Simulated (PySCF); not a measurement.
# Tl(NH2)3(H2O): other functionals and bases at one geometry

An exercise on one series of results from a longer session: the logs are not shown, and one member is left open.

Method: several levels, as the steps say, no spin–orbit coupling; program: PySCF 2.14.0.

1 further run of the same task is left out (for a known fault of the program).

## The starting structure

13 atoms, charge 0, spin multiplicity 1.

Bond lengths: Tl1–N2 2.129 Å, Tl1–N5 2.129 Å, Tl1–N8 2.197 Å, Tl1–O11 2.522 Å, N2–H3 1.022 Å, N2–H4 1.022 Å, N5–H6 1.022 Å, N5–H7 1.022 Å, N8–H9 1.021 Å, N8–H10 1.021 Å, O11–H12 0.959 Å, O11–H13 0.991 Å. Angles: N2–Tl1–N5 129.6°, N2–Tl1–N8 115.2°, N2–Tl1–O11 99.1°, N5–Tl1–N8 115.2°, N5–Tl1–O11 99.1°, N8–Tl1–O11 66.4°, Tl1–N2–H3 107.7°, Tl1–N2–H4 108.9°, H3–N2–H4 105.5°, Tl1–N5–H6 108.9°, Tl1–N5–H7 107.7°, H6–N5–H7 105.5°, Tl1–N8–H9 111.1°, Tl1–N8–H10 111.1°, H9–N8–H10 105.8°, Tl1–O11–H12 167.3°, Tl1–O11–H13 81.1°, H12–O11–H13 111.6°.

As a file:

```csv
atom,x (Å),y (Å),z (Å)
Tl1,0.07514,-0.07514,0.51759
N2,1.13302,1.59068,1.31547
H3,2.10215,1.52246,0.99941
H4,1.17072,1.50339,2.33259
N5,-1.59068,-1.13302,1.31547
H6,-1.50339,-1.17072,2.33259
H7,-1.52246,-2.10215,0.99941
N8,0.77246,-0.77246,-1.44615
H9,0.62522,-1.77687,-1.55240
H10,1.77687,-0.62522,-1.55240
O11,-1.06575,1.06575,-1.42087
H12,-1.60362,1.60362,-2.00521
H13,-0.46440,0.46440,-1.93013
```

Formal oxidation states: Tl +3. An earlier session relaxed this geometry at PBE0, Tl def2-SVP with ECP60, N def2-SVP, H def2-SVP, O def2-SVP (singlet, point group Cs). Its vibrations showed it to be a saddle point, relaxed within its symmetry.

At PBE0 on the finer grid: E = -416.292611 Eh, HOMO -6.45 eV, LUMO -0.87 eV, Mulliken charge on Tl1 +0.51 e, largest force component 0.013 eV/Å. 

Levels to run: BP86; TPSS; PBE0, TZVP. Hardware: 2 threads of Arm Neoverse V1, shared host.

The first run:

run.py (the lines that set the calculation) reads:

```python
mol = gto.M(atom='''
Tl     0.07514    -0.07514     0.51759
N      1.13302     1.59068     1.31547
H      2.10215     1.52246     0.99941
H      1.17072     1.50339     2.33259
N     -1.59068    -1.13302     1.31547
H     -1.50339    -1.17072     2.33259
H     -1.52246    -2.10215     0.99941
N      0.77246    -0.77246    -1.44615
H      0.62522    -1.77687    -1.55240
H      1.77687    -0.62522    -1.55240
O     -1.06575     1.06575    -1.42087
H     -1.60362     1.60362    -2.00521
H     -0.46440     0.46440    -1.93013''',
    basis={'Tl': 'def2-SVP', 'N': 'def2-SVP', 'H': 'def2-SVP', 'O': 'def2-SVP'},
    ecp={'Tl': 'def2-SVP'},
    charge=0, spin=0)
mf = dft.RKS(mol, xc='B88,P86')
mf.grids.atom_grid = (75, 302)
mf = mf.density_fit()  # fitting sets: Tl def2-universal-JKFIT, N def2-universal-JKFIT, H def2-universal-JKFIT, O def2-universal-JKFIT
mf.conv_tol = 1e-08; mf.max_cycle = 55
mf.kernel(dm0)  # dm0: the density of the relaxed state
```

Launch:

```
> OMP_NUM_THREADS=2 python run.py
```

Steps of the session up to this table: BP86; TPSS; PBE0, TZVP.

One table of the session follows, with a row left open; its other results are not shown here.

```
              level  HOMO (eV)  gap (eV)  charge on Tl1 (e)  dipole (D)  largest force component (eV/Å)
PBE0 (relaxed here)      -6.45      5.58               0.51        2.67                            0.01
               BP86          ?         ?                  ?           ?                               ?
               TPSS      -5.12      3.53               0.40        2.42                            0.56
         PBE0, TZVP      -6.77      5.56               0.88        2.58                            0.26
```

Estimate the missing values for BP86.

The run gave: HOMO (eV): -5.14; gap (eV): 3.36; charge on Tl1 (e): 0.34; dipole (D): 2.44; largest force component (eV/Å): 0.62. In the column «HOMO (eV)» it lies between PBE0 (relaxed here) (-6.45) and TPSS (-5.12).

In one basis the HOMO–LUMO gap runs from 3.36 eV (BP86) to 5.58 eV (PBE0). The largest leftover force, 0.62 eV/Å with BP86, stands at a geometry relaxed at another level. Total energies of different levels can't be compared.
